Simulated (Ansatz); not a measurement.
# AsH3OTe: the cost of one run

Method: RKS r2SCAN/def2-SVPD, in Ansatz 0.2.0.

## (1) The starting structure

Bond lengths: As1–O2 1.804 Å, O2–Te3 2.004 Å, As1–H4 1.501 Å, As1–H5 1.513 Å, Te3–H6 1.644 Å. Angles: As1–O2–Te3 120.7°, O2–As1–H4 90.9°, O2–As1–H5 95.9°, H4–As1–H5 88.9°, O2–Te3–H6 91.3°.

Structure file:

```xyz
6

As   -0.1163    0.1905   -1.2970
O    -0.3231   -0.0949    0.4718
Te    1.2460    0.0104    1.7144
H    -1.5590   -0.1414   -1.5430
H    -0.4903    1.6560   -1.2640
H     1.2428   -1.6206    1.9178
```

## (2) Relaxing end A

input.yaml reads:

```yaml
crystal:
  periodic: [false, false, false]
  atoms:
    - { symbol: As, position_ang: [-0.11628, 0.19055, -1.29701] }
    - { symbol: O, position_ang: [-0.32314, -0.09488, 0.4718] }
    - { symbol: Te, position_ang: [1.24598, 0.01042, 1.71438] }
    - { symbol: H, position_ang: [-1.55904, -0.14142, -1.54298] }
    - { symbol: H, position_ang: [-0.49031, 1.65597, -1.26396] }
    - { symbol: H, position_ang: [1.24279, -1.62064, 1.91778] }
basis:
  gaussian: { orbitals: def2-SVPD }
hamiltonian:
  xc: r2scan
relax:
  f_tol: 0.015
  max_steps: 40
```

Started as:

```sh
$ ansatz run input.yaml --threads 2 --pin off --max-ram 3072MiB --backend cpu --events-out ev --progress --plain --runs-dir out
```

What time and memory should one allow on 2 threads of Intel Xeon Platinum 8488C (Sapphire Rapids), shared host?

About 49 s, with a peak of 0.22 GiB.
